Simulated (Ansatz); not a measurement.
I need a small convex hull of the Sc-Pt system. Use Ansatz 0.2.0, Python API. Level of theory (first run): LDA, PAW, cutoff 500 eV, 6×6×6 k-points, cold smearing of 0.05 eV.

`scpt3_hull.py`
```python
from collections import Counter
from dataclasses import dataclass
import csv

import ansatz as az
from pymatgen.analysis.phase_diagram import PDEntry, PhaseDiagram
from pymatgen.core import Composition


@dataclass(frozen=True)
class RunConfig:
    xc: str = "lda"
    tolerance: float = 1e-05
    max_iterations: int = 80
    cutoff: int = 500
    kspacing: float = 0.3
    filling: str = "cold"
    sigma: float = 0.05


settings = RunConfig()


def compute(name, crystal):
    calc = (
        crystal.calculation()
        .functional(settings.xc)
        .scf(tolerance=settings.tolerance, max_iterations=settings.max_iterations)
        .basis(settings.cutoff)
        .kpoints(spacing=settings.kspacing)
        .occupations(settings.filling, width=settings.sigma)
    )
    calc = calc.relax(force_tolerance=0.01, cell=True)
    return calc.run(threads=1)


def counts(outcome):
    return Counter(site.symbol for site in outcome.lattice.sites)

phases = {}
scpt3_pm_3m = (
    az.Lattice.cubic(3.958)
    .space_group(221)
    .atom("Sc", (0.0, 0.0, 0.0))
    .atom("Pt", (0.0, 0.5, 0.5))
)
phases["ScPt3 Pm-3m"] = scpt3_pm_3m
scpt_pm_3m = (
    az.Lattice.of((3.27, 0.0, 0.0), (0.0, 3.27, 0.0), (0.0, 0.0, 3.27))
    .atom("Sc", (0.5, 0.5, 0.5))
    .atom("Pt", (0.0, 0.0, 0.0))
)
phases["ScPt Pm-3m"] = scpt_pm_3m
sc = (
    az.Lattice.from_parameters(3.309, 3.309, 5.2733, alpha=90.0, beta=90.0, gamma=120.0)
    .atom("Sc", (1 / 3, 2 / 3, 0.25))
    .atom("Sc", (2 / 3, 1 / 3, 0.75))
)
phases["Sc"] = sc
pt = (
    az.Lattice.of((0.0, 1.9609, 1.9609), (1.9609, 0.0, 1.9609), (1.9609, 1.9609, 0.0))
    .atom("Pt", (0.0, 0.0, 0.0))
)
phases["Pt"] = pt

done = {name: compute(name, crystal) for name, crystal in phases.items()}

entries = [PDEntry(Composition(dict(counts(o))), o.report["energy_sigma0_ev"], name=name) for name, o in done.items()]
diagram = PhaseDiagram(entries)
rows = [(e.name, e.composition.get_atomic_fraction("Pt"), diagram.get_form_energy_per_atom(e), diagram.get_e_above_hull(e)) for e in entries]
rows.sort(key=lambda row: row[1])
with open("hull.csv", "w", newline="") as handle:
    writer = csv.writer(handle)
    writer.writerow(["phase", "x(Pt)", "E_form (eV/atom)", "above hull (eV/atom)"])
    writer.writerows([round(v, 4) if isinstance(v, float) else v for v in row] for row in rows)
print(open("hull.csv").read())
print("on the hull of these phases:", ", ".join(row[0] for row in rows if row[3] < 1e-6))
```

```console
$ python scpt3_hull.py
DeckWarning: scf.convergence.dr2_threshold = 1e-5 eV is looser than this run's default, which is 1e-7 eV or tighter. The error in the forces grows as the threshold's square root, so leave the key out unless less accurate forces are enough
DeckWarning: relax.cell: scf.convergence.dr2_threshold = 1e-5 eV is looser than the 4e-10 eV advised for a relaxation that steers and ends on the stress (1e-10 eV for each atom of the cell: 4). What [...]
DeckWarning: relax.cell: scf.convergence.dr2_threshold = 1e-5 eV is looser than the 2e-10 eV advised for a relaxation that steers and ends on the stress (1e-10 eV for each atom of the cell: 2). What [...]
DeckWarning: relax.cell: scf.convergence.dr2_threshold = 1e-5 eV is looser than the 1e-10 eV advised for a relaxation that steers and ends on the stress (1e-10 eV for each atom of the cell: 1). What [...]
phase,x(Pt),E_form (eV/atom),above hull (eV/atom)
Sc,0.0,0.0,0.0
ScPt Pm-3m,0.5,-1.2107,0.0
ScPt3 Pm-3m,0.75,-1.1138,0.0
Pt,1.0,0.0,0.0

on the hull of these phases: Sc, ScPt Pm-3m, ScPt3 Pm-3m, Pt
```
(Warnings from the package without file and line, shortened.)

The settings weren't tested for convergence. For the metals among these phases the mesh is modest: differences between phases can be off by up to 40 meV an atom. Spin-orbit coupling, which matters for elements this heavy, is left out. The cells come from databases of deposited and of computed structures, and not all need be stable phases. Differences under about 40 meV an atom lie within the error of mesh and functional, so such verdicts may flip; only the cells listed enter the hull. The whole script took 23 s on 1 thread of Intel(R) Xeon(R) Platinum 8375C CPU @ 2.90GHz (Ice Lake) (shared host), peak memory 0.55 GiB.

(Lines on the test bed's own set-up are left out of the output.)
